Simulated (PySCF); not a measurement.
**[La(H2CO)]3+: forces at shaken geometries**

Aim: move all atoms of relaxed [La(H2CO)]3+ at random and read energies and forces. It is a constructed species; whether it can be made isn't addressed.

Method: BP86, La lcecp-1-SVP with ECP46, O def2-SVP, C def2-SVP, H def2-SVP; scalar-relativistic core potentials, no spin–orbit coupling; program: PySCF 2.14.0.

3 further runs of the same task are left out: 2 for a known fault of the program, 1 that didn't finish.

## 1. Starting geometry

5 atoms, charge 3, spin multiplicity 1.

Bond lengths: La1–O2 2.233 Å, O2–C3 1.276 Å, C3–H4 1.123 Å, C3–H5 1.123 Å. Angles: La1–O2–C3 180.0°, O2–C3–H4 119.3°, O2–C3–H5 119.3°, H4–C3–H5 121.4°.

As a file:

```xyz
5

La    0.0000    0.0000   -0.3226
O     0.0000    0.0000    1.9103
C     0.0000    0.0000    3.1861
H     0.9788    0.0000    3.7356
H    -0.9788    0.0000    3.7356
```

Formal oxidation states: La +3. The 4f shell is empty and lies in the core potential. An earlier session relaxed this geometry at BP86, La lcecp-1-SVP with ECP46, O def2-SVP, C def2-SVP, H def2-SVP (singlet, point group C2v).

Its energy there is -144.819397 Eh.

## 2. Atoms moved at random, σ = 0.15 Å

The input, run.py (the lines that set the calculation):

```python
mol = gto.M(atom='''
La     0.04724     0.02960    -0.13335
O      0.03484    -0.03211     1.99493
C      0.08038     0.04343     3.27291
H      1.16320     0.11061     3.68449
H     -1.32565    -0.15153     3.42616''',
    basis={'La': 'lcecp-1-SVP', 'O': 'def2-SVP', 'C': 'def2-SVP', 'H': 'def2-SVP'},
    ecp={'La': 'lcecp-1-SVP'},
    charge=3, spin=0)
mf = dft.RKS(mol, xc='B88,P86')
mf.grids.atom_grid = (50, 194)  # f atoms: unpruned, at least (60, 302)
mf = mf.density_fit()  # fitting sets: La AutoAux, O def2-universal-JKFIT, C def2-universal-JKFIT, H def2-universal-JKFIT
mf.conv_tol = 1e-08; mf.max_cycle = 55
mf.kernel(dm0)  # dm0: the density of the relaxed state
```

Launch:

```bash
> OMP_NUM_THREADS=2 python run.py
```

What it wrote:

```text
init E= -144.505783010558
  HOMO = -0.933966480047941  LUMO = -0.811791400825678  gap/eV = 3.32455
cycle= 1 E= -144.737799211703  delta_E= -0.232  |g|= 0.231  |ddm|= 0.467
  HOMO = -0.803281398780896  LUMO = -0.734300347971877  gap/eV = 1.87707
cycle= 2 E= -144.686665213477  delta_E= 0.0511  |g|= 0.449  |ddm|= 0.776
  HOMO = -0.847830562920912  LUMO = -0.730316540628845  gap/eV = 3.19772
cycle= 3 E= -144.753099656953  delta_E= -0.0664  |g|= 0.107  |ddm|= 0.586
  HOMO = -0.842630354489444  LUMO = -0.730913211306717  gap/eV = 3.03998
cycle= 4 E= -144.755255131301  delta_E= -0.00216  |g|= 0.0444  |ddm|= 0.0992
  HOMO = -0.844308882477357  LUMO = -0.731437390214414  gap/eV = 3.07139
cycle= 5 E= -144.755656901302  delta_E= -0.000402  |g|= 0.00573  |ddm|= 0.0342
  HOMO = -0.844282589041907  LUMO = -0.731761612901405  gap/eV = 3.06185
cycle= 6 E= -144.75566685082  delta_E= -9.95e-06  |g|= 0.00194  |ddm|= 0.00764
  HOMO = -0.84444619942288  LUMO = -0.731663665475463  gap/eV = 3.06897
cycle= 7 E= -144.755668525167  delta_E= -1.67e-06  |g|= 0.000275  |ddm|= 0.003
  HOMO = -0.844462972456515  LUMO = -0.731683285891412  gap/eV = 3.06889
cycle= 8 E= -144.755668545539  delta_E= -2.04e-08  |g|= 2.88e-05  |ddm|= 0.000271
  HOMO = -0.844463375132715  LUMO = -0.73168355259667  gap/eV = 3.06890
cycle= 9 E= -144.755668545723  delta_E= -1.84e-10  |g|= 6.03e-06  |ddm|= 3.52e-05
  HOMO = -0.844464962791761  LUMO = -0.731684514525146  gap/eV = 3.06891
Extra cycle  E= -144.755668545719  delta_E= 3.52e-12  |g|= 7.02e-06  |ddm|= 1.73e-05
converged SCF energy = -144.755668545719
```

It took 1.9 s on 2 threads of Arm Neoverse V2, shared host.

It gives: E = -144.755669 Eh (+1.734 eV from the relaxed state), HOMO -22.98 eV, LUMO -19.91 eV, Mulliken charge on La1 +2.39 e, largest force component 4.056 eV/Å. The large-core potential holds the 4f shell empty.

| atom | Fx | Fy | Fz (eV/Å) |
| --- | --- | --- | --- |
| La1 | 0.067 | -0.013 | -1.769 |
| O2 | 1.213 | 0.374 | -0.088 |
| C3 | -4.056 | -1.226 | -0.693 |
| H4 | -1.270 | 0.107 | 0.741 |
| H5 | 4.046 | 0.758 | 1.809 |

## 3. Atoms moved at random, σ = 0.03 Å

Edit run.py (the lines that set the calculation) of step 2 so:

```diff
@@ -1,7 +1,7 @@
 mol = gto.M(atom='''
-La     0.04724     0.02960    -0.13335
-O      0.03484    -0.03211     1.99493
-C      0.08038     0.04343     3.27291
-H      1.16320     0.11061     3.68449
-H     -1.32565    -0.15153     3.42616''',
+La    -0.03399     0.01703    -0.30908
+O     -0.04792    -0.02204     1.94067
+C      0.05341    -0.01396     3.17446
+H      0.99370     0.01812     3.69452
+H     -0.96520     0.00085     3.74459''',
     basis={'La': 'lcecp-1-SVP', 'O': 'def2-SVP', 'C': 'def2-SVP', 'H': 'def2-SVP'},
```

Launch:

```bash
> OMP_NUM_THREADS=2 python run.py
```

What it wrote:

```text
init E= -144.852167578187
  HOMO = -0.835037065317987  LUMO = -0.725804723021132  gap/eV = 2.97236
cycle= 1 E= -144.812818523337  delta_E= 0.0393  |g|= 0.0715  |ddm|= 0.197
  HOMO = -0.855480909339523  LUMO = -0.733195431933495  gap/eV = 3.32756
cycle= 2 E= -144.807140636098  delta_E= 0.00568  |g|= 0.181  |ddm|= 0.187
  HOMO = -0.843819169152026  LUMO = -0.732591067261808  gap/eV = 3.02667
cycle= 3 E= -144.813963129978  delta_E= -0.00682  |g|= 0.0167  |ddm|= 0.136
  HOMO = -0.843767629109964  LUMO = -0.732143932045486  gap/eV = 3.03744
cycle= 4 E= -144.814019787578  delta_E= -5.67e-05  |g|= 0.00477  |ddm|= 0.0159
  HOMO = -0.844203681426734  LUMO = -0.732116685507915  gap/eV = 3.05004
cycle= 5 E= -144.81402606018  delta_E= -6.27e-06  |g|= 0.00103  |ddm|= 0.00586
  HOMO = -0.844056656599584  LUMO = -0.7321563264702  gap/eV = 3.04496
cycle= 6 E= -144.814026313184  delta_E= -2.53e-07  |g|= 0.000135  |ddm|= 0.00172
  HOMO = -0.844061163279896  LUMO = -0.732138562564554  gap/eV = 3.04557
cycle= 7 E= -144.814026320197  delta_E= -7.01e-09  |g|= 2.52e-05  |ddm|= 0.00022
  HOMO = -0.844067732238393  LUMO = -0.732139688440759  gap/eV = 3.04572
Extra cycle  E= -144.814026319248  delta_E= 9.48e-10  |g|= 7.25e-05  |ddm|= 7.42e-05
converged SCF energy = -144.814026319248
```

It took 1.7 s on 2 threads of Arm Neoverse V2, shared host.

It gives: E = -144.814026 Eh (+0.146 eV from the relaxed state), HOMO -22.97 eV, LUMO -19.92 eV, Mulliken charge on La1 +2.46 e, largest force component 3.238 eV/Å. The large-core potential holds the 4f shell empty.

| atom | Fx | Fy | Fz (eV/Å) |
| --- | --- | --- | --- |
| La1 | -0.053 | -0.026 | 0.038 |
| O2 | 0.508 | -0.019 | -2.531 |
| C3 | -3.238 | 0.175 | 2.002 |
| H4 | 1.567 | -0.038 | 0.670 |
| H5 | 1.215 | -0.092 | -0.179 |

## 4. Atoms moved at random, σ = 0.03 Å

Edit run.py (the lines that set the calculation) of step 3 so:

```diff
@@ -1,7 +1,7 @@
 mol = gto.M(atom='''
-La    -0.03399     0.01703    -0.30908
-O     -0.04792    -0.02204     1.94067
-C      0.05341    -0.01396     3.17446
-H      0.99370     0.01812     3.69452
-H     -0.96520     0.00085     3.74459''',
+La    -0.07352     0.03045    -0.33548
+O     -0.00983    -0.00897     1.87859
+C      0.03628    -0.00495     3.20498
+H      1.00286    -0.01455     3.76931
+H     -0.95578    -0.00198     3.72775''',
     basis={'La': 'lcecp-1-SVP', 'O': 'def2-SVP', 'C': 'def2-SVP', 'H': 'def2-SVP'},
```

Launch:

```bash
> OMP_NUM_THREADS=2 python run.py
```

What it wrote:

```text
init E= -144.757992666865
  HOMO = -0.876777857743837  LUMO = -0.744422107813461  gap/eV = 3.60158
cycle= 1 E= -144.813293611256  delta_E= -0.0553  |g|= 0.119  |ddm|= 0.17
  HOMO = -0.83241558700341  LUMO = -0.728722921838974  gap/eV = 2.82162
cycle= 2 E= -144.783173543835  delta_E= 0.0301  |g|= 0.398  |ddm|= 0.362
  HOMO = -0.857292501610054  LUMO = -0.730539774428887  gap/eV = 3.44912
cycle= 3 E= -144.816392528119  delta_E= -0.0332  |g|= 0.0175  |ddm|= 0.276
  HOMO = -0.858444671460973  LUMO = -0.732056077001694  gap/eV = 3.43921
cycle= 4 E= -144.816448821996  delta_E= -5.63e-05  |g|= 0.00707  |ddm|= 0.019
  HOMO = -0.857846520267046  LUMO = -0.73187681985671  gap/eV = 3.42781
cycle= 5 E= -144.816463636819  delta_E= -1.48e-05  |g|= 0.00145  |ddm|= 0.00914
  HOMO = -0.858017217858894  LUMO = -0.731886534274776  gap/eV = 3.43219
cycle= 6 E= -144.816464647354  delta_E= -1.01e-06  |g|= 0.000156  |ddm|= 0.00192
  HOMO = -0.858029539352131  LUMO = -0.731898298396118  gap/eV = 3.43221
cycle= 7 E= -144.816464652933  delta_E= -5.58e-09  |g|= 2.93e-05  |ddm|= 0.000129
  HOMO = -0.858038469875439  LUMO = -0.731898541227252  gap/eV = 3.43244
Extra cycle  E= -144.816464651467  delta_E= 1.47e-09  |g|= 8.91e-05  |ddm|= 9.29e-05
converged SCF energy = -144.816464651467
```

It took 1.7 s on 2 threads of Arm Neoverse V2, shared host.

It gives: E = -144.816465 Eh (+0.080 eV from the relaxed state), HOMO -23.35 eV, LUMO -19.92 eV, Mulliken charge on La1 +2.45 e, largest force component 2.436 eV/Å. The large-core potential holds the 4f shell empty.

| atom | Fx | Fy | Fz (eV/Å) |
| --- | --- | --- | --- |
| La1 | 0.005 | -0.017 | -0.036 |
| O2 | 0.422 | 0.063 | 2.436 |
| C3 | -0.723 | -0.076 | -2.297 |
| H4 | 0.228 | 0.014 | -0.210 |
| H5 | 0.067 | 0.016 | 0.106 |

## 5. Results

| σ (Å) | energy rise (eV) | harmonic estimate −½ F·u (eV) | largest force component (eV/Å) |
| --- | --- | --- | --- |
| 0.15 | 1.734 | 1.543 | 4.06 |
| 0.03 | 0.146 | 0.144 | 3.24 |
| 0.03 | 0.080 | 0.076 | 2.44 |

Every displacement raises the energy. For a harmonic well the rise equals −½ F·u; the two differ by at most 11 % here (a move with σ = 0.15 Å), from anharmonicity, the grid and the small forces left at the relaxed point. These are double-zeta-type bases without diffuse functions. Spin–orbit coupling is left out.
